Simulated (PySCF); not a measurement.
# From one method to the next for CdI

Aim: see what other levels and later steps give for CdI.

Method: each script names its method and basis; program: PySCF 2.14.0.

3 further runs of the same task are left out: 1 for a known fault of the program, 2 that didn't finish.

## 1. The starting structure

CdI: 2 atoms, charge 0, spin multiplicity 2.

Bond lengths: Cd1–I2 2.898 Å.

## 2. Base script

Contents of input.py:

```python
from pyscf import gto, scf, mp

mol = gto.M(
    atom='Cd 0 0 0; I 0 0 2.898',
    basis='lanl2dz',
    ecp={'Cd': 'lanl2dz', 'I': 'lanl2dz'},
    charge=0,
    spin=1,
    verbose=3,
)
mf = scf.UHF(mol)
mf.kernel()
mp.MP2(mf).kernel()
mf.dip_moment()
print('orbital energies (hartree):', [e[max(0, n-3):n+3].round(4) for e, n in zip(mf.mo_energy, mol.nelec)])
```

Command:

```sh
> python input.py
```

The log of this run is left out.

Base result: E(SCF) = -57.763657 Eh, E(MP2) − E(SCF) = -0.08057 Eh, ⟨S²⟩ = 0.768, μ = 4.87 D (of the SCF density).

The bond length is a typed value, not an optimised one.

## 3. Wb97 (UKS)

Variant 1 changes functional: none (Hartree–Fock) → wb97; SCF type: UHF → UKS; step after the SCF: mp2 → analyze.

Contents of input.py:

```python
from pyscf import gto, dft

mol = gto.M(
    atom='Cd 0 0 0; I 0 0 2.898',
    basis='lanl2dz',
    ecp={'Cd': 'lanl2dz', 'I': 'lanl2dz'},
    charge=0,
    spin=1,
    verbose=3,
)
mf = dft.UKS(mol, xc='wb97')
mf.kernel()
mf.mulliken_pop()
mf.dip_moment()
print('orbital energies (hartree):', [e[max(0, n-3):n+3].round(4) for e, n in zip(mf.mo_energy, mol.nelec)])
```

Command:

```sh
> python input.py
```

## 4. Stability test

Variant 2 changes step after the SCF: mp2 → stability.

Changes to input.py since step 2:

```diff
@@ -1,2 +1,2 @@
-from pyscf import gto, scf, mp
+from pyscf import gto, scf
 
@@ -12,3 +12,3 @@
 mf.kernel()
-mp.MP2(mf).kernel()
+mf.stability(internal=True, external=True)
 mf.dip_moment()
```

## 5. Population analysis

Variant 3 changes step after the SCF: mp2 → analyze.

Changes to input.py since step 2:

```diff
@@ -1,2 +1,2 @@
-from pyscf import gto, scf, mp
+from pyscf import gto, scf
 
@@ -12,3 +12,3 @@
 mf.kernel()
-mp.MP2(mf).kernel()
+mf.mulliken_pop()
 mf.dip_moment()
```

## 6. Polarisability

Variant 4 changes step after the SCF: mp2 → polarizability.

Changes to input.py since step 2:

```diff
@@ -1,2 +1,3 @@
-from pyscf import gto, scf, mp
+from pyscf import gto, scf
+from pyscf.prop.polarizability import uhf as pol
 
@@ -12,3 +13,4 @@
 mf.kernel()
-mp.MP2(mf).kernel()
+print('polarizability (a.u.)')
+print(pol.Polarizability(mf).polarizability().round(4))
 mf.dip_moment()
```

Before running it: what results should come out? Wanted: for each run, E(SCF); from base; SCF dipole; after the SCF.

**Answer**, as computed:

| run | E(SCF) (hartree) | from base (eV) | SCF dipole (D) | after the SCF |
| --- | --- | --- | --- | --- |
| base | -57.763657 | 0 | 4.87 | MP2 correlation -2.192 eV |
| wb97 (UKS) | -59.569354 | not comparable | 5.01 | n/a |
| stability test | -57.763657 | 0.0000 | 4.87 | stable |
| population analysis | -57.763657 | 0.0000 | 4.87 | n/a |
| polarisability | -57.763657 | 0.0000 | 4.87 | mean α 66.0 bohr³ |

What this shows: A lower total energy from another functional means nothing by itself.
